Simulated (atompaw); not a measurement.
**Ta: generating and testing a PAW (atompaw) potential**

Task: generate the file, and judge it by its logarithmic derivatives, its ghosts and its cutoff.

Program: atompaw 4.2.0.5. Reference atom: PBE, scalar-relativistic, spherical and spin-unpolarised. All values are calculated.

### Step 1. Settings

Typed settings, in words:

```
element                 : tantalum (Ta, Z = 73)
type                    : PAW
frozen core             : [Kr] 4d10 4f14
valence charge          : 13
reference configuration : 5s2 5p6 5d3 6s1.5 6p0 (charge +0.5)
partial waves           : 5s (bound): rc 1.70 bohr; 6s (bound): rc 2.65 bohr; 5p (bound): rc 1.60 bohr; 6p (bound, empty): rc 2.65 bohr; 5d (bound): rc 1.70 bohr; 5d channel at 2.15 Ry: rc 2.65 bohr
local potential         : bessel scheme, radius 1.90 bohr
core correction         : smooth core density matched at 2.65 bohr
augmentation charge     : sinc compensation charge, radius 2.60 bohr; PAW radius 2.65 bohr; waves and projectors: custom rrkj vanderbiltortho
```

The nodes and maxima of the atom's own shells, from an earlier all-electron run, set the scale for the radii.

All-electron outer shells of the reference configuration (PBE, scalar-relativistic, ld1.x):

```
shell  level (eV)  outermost node (bohr)  outermost maximum (bohr)
   4d     -225.63                   0.22                      0.46
   5s      -76.44                   0.54                      0.98
   5p      -42.85                   0.58                      1.13
   4f      -28.14                      –                      0.44
   6s       -8.44                   1.32                      2.71
   5d       -6.91                   0.65                      1.58
   6p       -3.89                   1.59                      3.66
```

### Step 2. Generating the potential

Contents of Ta.input:

```
Ta 73
GGA-PBE scalarrelativistic loggrid 2001 logderivrange -8 5 326
6 6 5 4 0 0
6 0 1.5
6 1 0
5 2 3
0 0 0
c
c
c
c
v
v
c
c
c
v
v
c
c
v
c
2
2.65 2.60 1.90 2.65
n
n
y
2.15
n
custom rrkj vanderbiltortho sinc
bessel
1.70
2.65
1.60
2.65
1.70
2.65
PWSCFOUT
UPFDX 0.0125d0 UPFXMIN -7.d0 UPFZMESH 73.d0
END
```

Run with:

```bash
atompaw < Ta.input > Ta.log
```

Before running it: what results should come out? Wanted: cutoffs for 10 and 1 mRy, occupied levels; bound ghosts; largest phase difference near zero energy, channels read; lowest eigenvalue of the overlap; share of valence orbitals outside the PAW sphere; UPF file.

As calculated:

| quantity | value |
| --- | --- |
| cutoffs for 10 and 1 mRy, occupied levels | 35 Ry and 55 Ry |
| bound ghosts | none found |
| largest phase difference near zero energy, channels read | 0.051 rad |
| lowest eigenvalue of the overlap (Bessel basis) | 0.362 (s) |
| share of valence orbitals outside the PAW sphere | 5s 0 %, 6s 65 %, 5p 1 %, 6p 89 %, 5d 25 % |
| UPF file | written |

In words: It counts as soft on the atom at that tolerance, with 35 Ry needed at the looser tolerance. It is free of bound ghosts as far as tested. Near zero energy the largest phase difference among the channels read is 0.05 rad, in the p channel. Note that the frozen 4f shell (-28 eV) lies higher than the valence 5s shell (-76 eV). These are tests on the free atom; a crystal test is still owed.
